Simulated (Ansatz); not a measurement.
# B4O2Pb: the cost of one run

Computed with Ansatz 0.2.0 (the levels named in each step, unless a step's input says otherwise).

## (1) The system as given

Bond lengths: O1–B2 1.224 Å, B2–B3 1.573 Å, B3–B4 1.515 Å, B4–B5 1.573 Å, B5–O6 1.224 Å, B3–Pb7 2.387 Å, B4–Pb7 2.387 Å. Angles: O1–B2–B3 179.5°, B2–B3–B4 165.0°, B2–B3–Pb7 123.5°, B4–B3–Pb7 71.5°, B3–B4–B5 165.0°, B3–B4–Pb7 71.5°, B5–B4–Pb7 123.5°, B4–B5–O6 179.5°, B3–Pb7–B4 37.0°.

Coordinates:

```xyz
7

O     3.6678   -1.8064   -0.6201
B     2.4861   -1.6455   -0.3451
B     0.9686   -1.4263    0.0052
B    -0.4804   -1.6045    0.4089
B    -1.8696   -2.1814    0.8679
O    -2.9545   -2.6212    1.2250
Pb   -0.1128    0.6997   -0.0956
```

## (2) A rough first relaxation, PBE-D4/def2-SVPD

The input, input.yaml:

```yaml
crystal:
  periodic: [false, false, false]
  atoms:
    - { symbol: O, position_ang: [3.66778, -1.80645, -0.62007] }
    - { symbol: B, position_ang: [2.4861, -1.64552, -0.34508] }
    - { symbol: B, position_ang: [0.96862, -1.42626, 0.0052] }
    - { symbol: B, position_ang: [-0.48039, -1.60453, 0.40888] }
    - { symbol: B, position_ang: [-1.86962, -2.18145, 0.86794] }
    - { symbol: O, position_ang: [-2.95454, -2.62115, 1.225] }
    - { symbol: Pb, position_ang: [-0.1128, 0.69969, -0.09557] }
magnetization:
  spin_polarized: true
  initial_magnetization: 1
total_charge: -1
basis:
  gaussian: { orbitals: def2-SVPD }
hamiltonian:
  xc: pbe
  dispersion: d4
relax:
  f_tol: 0.03
  max_steps: 200
```

Command:

```bash
ansatz run input.yaml --threads 8 --pin off --max-ram 22528MiB --backend cpu --events-out ev --progress --plain --runs-dir out
```

**Question.** How long does this run take on 8 threads of Arm Neoverse V2, shared host, and how much memory does it need?

About 15 s, with a peak of 0.48 GiB.
